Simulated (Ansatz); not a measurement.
**Molecular dynamics of CaH12Cl2O6**

input.yaml

```yaml
accuracy: low
crystal:
  lattice:
    - [8.041736, 0.0, 0.0]
    - [-4.020868, 6.964348, 0.0]
    - [0.0, 0.0, 4.110886]
  atoms:
    - { symbol: Ca, position: [0.0, 0.0, 0.0] }
    - { symbol: H, position: [0.113832, 0.765684, 0.519378] }
    - { symbol: H, position: [0.234316, 0.348148, 0.519378] }
    - { symbol: H, position: [0.651852, 0.886168, 0.519378] }
    - { symbol: H, position: [0.348148, 0.234316, 0.480622] }
    - { symbol: H, position: [0.886168, 0.651852, 0.480622] }
    - { symbol: H, position: [0.765684, 0.113832, 0.480622] }
    - { symbol: H, position: [0.100136, 0.436148, 0.099618] }
    - { symbol: H, position: [0.563852, 0.663988, 0.099618] }
    - { symbol: H, position: [0.336012, 0.899864, 0.099618] }
    - { symbol: H, position: [0.436148, 0.100136, 0.900382] }
    - { symbol: H, position: [0.899864, 0.336012, 0.900382] }
    - { symbol: H, position: [0.663988, 0.563852, 0.900382] }
    - { symbol: Cl, position: [0.6666667, 0.3333333, 0.600608] }
    - { symbol: Cl, position: [0.3333333, 0.6666667, 0.399392] }
    - { symbol: O, position: [0.214698, 0.214698, 0.5] }
    - { symbol: O, position: [0.0, 0.785302, 0.5] }
    - { symbol: O, position: [0.785302, 0.0, 0.5] }
    - { symbol: O, position: [0.688507, 0.688507, 0.0] }
    - { symbol: O, position: [0.0, 0.311493, 0.0] }
    - { symbol: O, position: [0.311493, 0.0, 0.0] }
basis:
  ecutwfc: 200.0
kpoints:
  mp_grid: { grid: [1, 1, 2] }
hamiltonian:
  xc: r2scan
scf:
  occupations: { method: fermi_dirac, width: 0.05 }
  lower_state_search: "off"
  max_iter: 100
md:
  timestep: 0.5
  n_steps: 110
  ensemble: nvt_nose_hoover
  temperature: 700.0
  initial_velocities: maxwell_boltzmann
  seed: 394530
  nose_hoover: { tau: 100.0, chain_length: 3 }
```

Launched with:

```bash
$ ansatz run input.yaml --threads 1 --pin off --max-ram 3072MiB --backend cpu --events-out ev --progress --plain --runs-dir out
```

It starts from an unrelaxed structure (largest force component 2.41 eV/Å).

Output, in part (step lines):

```
md step     0: t =     0.00 fs  T =   700.0 K  F+E_penalty+E_count = -7561.20366326 eV  E_kin = 1.809640 eV  conserved = -7559.39402327 eV  (9 SCF iters)
md step     1: t =     0.50 fs  T =   735.5 K  F+E_penalty+E_count = -7561.29839727 eV  E_kin = 1.901540 eV  conserved = -7559.39685678 eV  (7 SCF iters)
md step     2: t =     1.00 fs  T =   782.7 K  F+E_penalty+E_count = -7561.42496764 eV  E_kin = 2.023439 eV  conserved = -7559.40152249 eV  (7 SCF iters)
md step     3: t =     1.50 fs  T =   815.9 K  F+E_penalty+E_count = -7561.51493347 eV  E_kin = 2.109306 eV  conserved = -7559.40560284 eV  (7 SCF iters)
md step     4: t =     2.00 fs  T =   814.4 K  F+E_penalty+E_count = -7561.51160059 eV  E_kin = 2.105480 eV  conserved = -7559.40606038 eV  (7 SCF iters)
md step     5: t =     2.50 fs  T =   778.0 K  F+E_penalty+E_count = -7561.41352031 eV  E_kin = 2.011237 eV  conserved = -7559.40217320 eV  (5 SCF iters)
md step     6: t =     3.00 fs  T =   728.8 K  F+E_penalty+E_count = -7561.28193390 eV  E_kin = 1.884160 eV  conserved = -7559.39760465 eV  (4 SCF iters)
md step     7: t =     3.50 fs  T =   692.6 K  F+E_penalty+E_count = -7561.18737562 eV  E_kin = 1.790384 eV  conserved = -7559.39676385 eV  (4 SCF iters)
[... lines left out ...]
md step   110: t =    55.00 fs  T =   525.2 K  F+E_penalty+E_count = -7560.67255185 eV  E_kin = 1.357630 eV  conserved = -7559.40914358 eV  (7 SCF iters)
```

The steps, from the saved trajectory:

```json
{"time (fs)": "0.0", "T (K)": "700", "potential energy less start (eV)": "0.000", "conserved less start (meV/atom)": "0.00"}
{"time (fs)": "1.5", "T (K)": "816", "potential energy less start (eV)": "-0.311", "conserved less start (meV/atom)": "-0.55"}
{"time (fs)": "3.0", "T (K)": "729", "potential energy less start (eV)": "-0.078", "conserved less start (meV/atom)": "-0.17"}
{"time (fs)": "4.5", "T (K)": "670", "potential energy less start (eV)": "0.072", "conserved less start (meV/atom)": "-0.32"}
{"time (fs)": "6.0", "T (K)": "646", "potential energy less start (eV)": "0.132", "conserved less start (meV/atom)": "-0.35"}
{"time (fs)": "7.5", "T (K)": "536", "potential energy less start (eV)": "0.419", "conserved less start (meV/atom)": "-0.18"}
{"time (fs)": "9.0", "T (K)": "486", "potential energy less start (eV)": "0.551", "conserved less start (meV/atom)": "-0.02"}
{"time (fs)": "10.5", "T (K)": "571", "potential energy less start (eV)": "0.320", "conserved less start (meV/atom)": "-0.61"}
{"time (fs)": "12.0", "T (K)": "437", "potential energy less start (eV)": "0.679", "conserved less start (meV/atom)": "-0.08"}
{"time (fs)": "13.5", "T (K)": "421", "potential energy less start (eV)": "0.714", "conserved less start (meV/atom)": "-0.38"}
{"time (fs)": "15.0", "T (K)": "413", "potential energy less start (eV)": "0.737", "conserved less start (meV/atom)": "-0.34"}
{"time (fs)": "16.5", "T (K)": "347", "potential energy less start (eV)": "0.914", "conserved less start (meV/atom)": "-0.09"}
{"time (fs)": "18.0", "T (K)": "403", "potential energy less start (eV)": "0.769", "conserved less start (meV/atom)": "-0.11"}
{"time (fs)": "19.5", "T (K)": "519", "potential energy less start (eV)": "0.460", "conserved less start (meV/atom)": "-0.57"}
{"time (fs)": "21.0", "T (K)": "463", "potential energy less start (eV)": "0.617", "conserved less start (meV/atom)": "-0.09"}
{"time (fs)": "22.5", "T (K)": "520", "potential energy less start (eV)": "0.465", "conserved less start (meV/atom)": "-0.44"}
{"time (fs)": "24.0", "T (K)": "478", "potential energy less start (eV)": "0.578", "conserved less start (meV/atom)": "-0.32"}
{"time (fs)": "25.5", "T (K)": "387", "potential energy less start (eV)": "0.820", "conserved less start (meV/atom)": "-0.03"}
{"time (fs)": "27.0", "T (K)": "467", "potential energy less start (eV)": "0.613", "conserved less start (meV/atom)": "-0.17"}
{"time (fs)": "28.5", "T (K)": "567", "potential energy less start (eV)": "0.349", "conserved less start (meV/atom)": "-0.53"}
{"time (fs)": "30.0", "T (K)": "497", "potential energy less start (eV)": "0.542", "conserved less start (meV/atom)": "-0.11"}
{"time (fs)": "31.5", "T (K)": "537", "potential energy less start (eV)": "0.435", "conserved less start (meV/atom)": "-0.41"}
{"time (fs)": "33.0", "T (K)": "458", "potential energy less start (eV)": "0.645", "conserved less start (meV/atom)": "-0.34"}
{"time (fs)": "34.5", "T (K)": "301", "potential energy less start (eV)": "1.063", "conserved less start (meV/atom)": "0.07"}
{"time (fs)": "36.0", "T (K)": "389", "potential energy less start (eV)": "0.834", "conserved less start (meV/atom)": "-0.16"}
{"time (fs)": "37.5", "T (K)": "493", "potential energy less start (eV)": "0.558", "conserved less start (meV/atom)": "-0.57"}
{"time (fs)": "39.0", "T (K)": "401", "potential energy less start (eV)": "0.814", "conserved less start (meV/atom)": "0.03"}
{"time (fs)": "40.5", "T (K)": "519", "potential energy less start (eV)": "0.502", "conserved less start (meV/atom)": "-0.49"}
{"time (fs)": "42.0", "T (K)": "464", "potential energy less start (eV)": "0.651", "conserved less start (meV/atom)": "-0.35"}
{"time (fs)": "43.5", "T (K)": "295", "potential energy less start (eV)": "1.102", "conserved less start (meV/atom)": "0.15"}
{"time (fs)": "45.0", "T (K)": "432", "potential energy less start (eV)": "0.744", "conserved less start (meV/atom)": "-0.20"}
{"time (fs)": "46.5", "T (K)": "546", "potential energy less start (eV)": "0.447", "conserved less start (meV/atom)": "-0.62"}
{"time (fs)": "48.0", "T (K)": "429", "potential energy less start (eV)": "0.770", "conserved less start (meV/atom)": "0.12"}
{"time (fs)": "49.5", "T (K)": "591", "potential energy less start (eV)": "0.343", "conserved less start (meV/atom)": "-0.60"}
{"time (fs)": "51.0", "T (K)": "498", "potential energy less start (eV)": "0.597", "conserved less start (meV/atom)": "-0.29"}
{"time (fs)": "52.5", "T (K)": "303", "potential energy less start (eV)": "1.116", "conserved less start (meV/atom)": "0.21"}
{"time (fs)": "54.0", "T (K)": "451", "potential energy less start (eV)": "0.727", "conserved less start (meV/atom)": "-0.31"}
```

The run went to its last step. The conserved energy stayed within 0.72 meV per atom of its start (net change -0.72 meV per atom), so the integration is sound. The mean temperature of the second half is 35 % below the set value. A run of 0.055 ps of so small a system gives no equilibrium averages. The plane-wave cutoff is below what these datasets need, so energies and pressures aren't converged. Limits of this set-up: coarse k mesh, low accuracy level.

Mean squared displacements from the first frame to the last, about the centre of mass: Ca 0.05 Å², H 0.16 Å², Cl 0.05 Å², O 0.05 Å².

Last frame:

```xyz
21
Lattice="8.0417 0.0000 0.0000 -4.0209 6.9643 0.0000 0.0000 0.0000 4.1109" Properties=species:S:1:pos:R:3
Ca -0.115 -0.111 -0.149
H -2.284 5.406 2.417
H 0.542 2.293 1.982
H 1.835 6.444 1.614
H 1.847 1.429 1.962
H 4.846 4.306 2.008
H 5.721 0.920 2.020
H -1.091 3.303 0.645
H 1.789 4.897 0.166
H -1.167 6.416 0.821
H 2.890 0.656 4.032
H 5.872 2.718 3.996
H 2.715 4.125 3.392
Cl 4.017 2.227 2.324
Cl 0.187 4.763 1.809
O 0.912 1.430 2.071
O -3.161 5.277 2.155
O 6.413 0.220 1.899
O 2.698 4.826 -0.034
O -1.313 2.429 0.247
O 2.414 -0.105 0.129
```

Run time: 7.3 min on 1 thread of Arm Neoverse V1, on a shared host, peak memory 0.37 GiB.
